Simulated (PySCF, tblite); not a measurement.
# C₆H₁₁N₃: geometry, infrared bands and NMR shifts

What infrared bands and NMR shifts should C₆H₁₁N₃ (`Cc1n[nH]c(C(C)C)n1`) show?

Programs: tblite 0.8.0 and PySCF 2.14.0, with density-fitted response routines of our own. Each step states its level of theory. These are calculated values for one molecule in the gas phase, unless marked as measured. Atoms are numbered from 0 throughout.

## (1) The molecule as given

20 atoms, charge 0, multiplicity 1; geometry from: force field or distance geometry start.

Bonds of the start (Å): C0–C1 1.52, C1–N2 1.34, N2–N3 1.34, N3–C4 1.38, C4–C5 1.49, C5–C6 1.53, C5–C7 1.48, C4–N8 1.35, N8–C1 1.35, C0–H9 1.13, C0–H10 1.09, C0–H11 1.12, N3–H12 1.04, C5–H13 1.12, C6–H14 1.10, C6–H15 1.08, C6–H16 1.13, C7–H17 1.12, C7–H18 1.12, C7–H19 1.12.

## (2) Optimising the geometry with GFN2-xTB

Job settings and geometry (Å):

```
{"job": {"kind": "relax", "xc": "GFN2-xTB", "basis": "xTB"}, "charge": 0, "multiplicity": 1}
C      3.628200    -0.045400    -0.134600
C      2.132300    -0.058400    -0.401400
N      1.552000    -0.156700    -1.606000
N      0.222500    -0.136400    -1.475500
C     -0.007600    -0.047300    -0.119500
C     -1.329100     0.003000     0.556200
C     -1.959200     1.336400     0.133500
C     -2.180000    -1.168600     0.235900
N      1.168300     0.001100     0.537000
H      3.807000    -0.018800     0.979300
H      4.084200    -0.897100    -0.639900
H      4.086900     0.878800    -0.558600
H     -0.500300    -0.199600    -2.223200
H     -1.199800     0.084300     1.662200
H     -3.028500     1.280700     0.387700
H     -1.770700     1.470000    -0.921400
H     -1.402400     2.107800     0.748900
H     -1.685500    -2.151600     0.423400
H     -3.127400    -1.167300     0.839500
H     -2.495800    -1.104500    -0.836000
```

Command:

```
$ OMP_NUM_THREADS=1 python probes_run.py task.json out
```

This one command runs all jobs of the session in turn.

**Question.** This job is followed by: GFN2-xTB harmonic vibrations, gas phase; GIAO PBE0/pcSseg-1 NMR shielding, non-relativistic, gas phase. What will the session give for the following? strongest single infrared mode (GFN2-xTB); zero-point energy (GFN2-xTB); ¹³C shifts against TMS (PBE0/pcSseg-1, means over atoms taken as alike); ¹H shifts against TMS (PBE0/pcSseg-1, means over atoms taken as alike); ¹⁵N shifts against NH3 (PBE0/pcSseg-1); surface potential, 1st and 99th percentile.

The runs gave:

| quantity | value |
| --- | --- |
| strongest single infrared mode (GFN2-xTB) | 1554 cm⁻¹, 81 km/mol |
| zero-point energy (GFN2-xTB) | 105.6 kcal/mol |
| ¹³C shifts against TMS (PBE0/pcSseg-1, means over atoms taken as alike) | 165.1, 164.1, 31.7, 25.2, 15.8 ppm |
| ¹H shifts against TMS (PBE0/pcSseg-1, means over atoms taken as alike) | 9.52, 3.28, 2.50, 1.26 ppm |
| ¹⁵N shifts against NH3 (PBE0/pcSseg-1) | 322.9, 288.4, 217.2 ppm |
| surface potential, 1st and 99th percentile | -1.83 V and 2.30 V |

**Reading.** Over 59 steps the energy fell by 0.658 eV; of the close pairs, C5–C7 changed most, 1.483 to 1.530 Å. The lowest mode is imaginary (60i cm⁻¹), so the xTB geometry is not a minimum. The strongest single mode, at 1554 cm⁻¹, is spread over several atoms, C4, N8, C1 among them. Unscaled tight-binding wavenumbers are off by several per cent, some by more. Its intensities can rank the bands wrongly. At PBE0/pcSseg-1: The widest tensor belongs to N2: span 435 ppm, with a paramagnetic part of -385 ppm. NICS(1)zz of -29 ppm above the planar ring from C1 marks a diatropic (aromatic) ring current.
